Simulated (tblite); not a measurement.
# C7H12BNO: the cost of one run

The runs use tblite 0.8.0 and PySCF 2.14.0, with density-fitted response routines of our own; the level of theory stands in each step. All values are computed, except where a source is named. Atoms count from 0, in the outputs and in this text.

## Step 1: Starting geometry

22 atoms, charge 0, multiplicity 1; geometry from: force field or distance geometry start.

Bonds of the start (Å): B0–N1 1.53, N1–C2 1.34, C2–C3 1.38, C3–C4 1.39, C4–C5 1.38, C5–C6 1.39, C6–C7 1.48, C7–O8 1.39, O8–C9 1.41, C6–N1 1.35, B0–H10 1.19, B0–H11 1.21, B0–H12 1.17, C2–H13 1.10, C3–H14 1.09, C4–H15 1.09, C5–H16 1.10, C7–H17 1.10, C7–H18 1.12, C9–H19 1.12, C9–H20 1.12, C9–H21 1.11.

## Step 2: Optimising the geometry with GFN2-xTB

The job: settings as JSON, then the geometry in Å.

```
{"job": {"kind": "relax", "xc": "GFN2-xTB", "basis": "xTB"}, "charge": 0, "multiplicity": 1}
B     -0.478400     2.048100     0.578800
N     -1.044700     0.673400     0.215700
C     -2.368100     0.547400     0.039800
C     -2.958100    -0.654000    -0.294500
C     -2.145800    -1.780500    -0.409900
C     -0.791000    -1.624500    -0.220700
C     -0.227100    -0.395500     0.100600
C      1.241200    -0.339300     0.299800
O      1.947600    -0.070200    -0.868500
C      3.303500    -0.054600    -0.499700
H     -0.649200     2.330900     1.718100
H     -0.978800     2.845100    -0.179500
H      0.671000     2.069000     0.341400
H     -3.006900     1.438600     0.139700
H     -4.037000    -0.697400    -0.425700
H     -2.585400    -2.741500    -0.658600
H     -0.158500    -2.519200    -0.323900
H      1.562600     0.377400     1.063000
H      1.646200    -1.324700     0.649900
H      3.607800    -1.045500    -0.079400
H      3.921700     0.174000    -1.404900
H      3.517000     0.762500     0.217900
```

Run with:

```sh
> OMP_NUM_THREADS=1 python probes_run.py task.json out
```

The driver reads the jobs from task.json and runs them one after another.

Q: Estimate the wall time and peak memory of this first job on 1 thread of Arm Neoverse N1, shared host.

About 1.3 s, with a peak of 0.18 GiB.
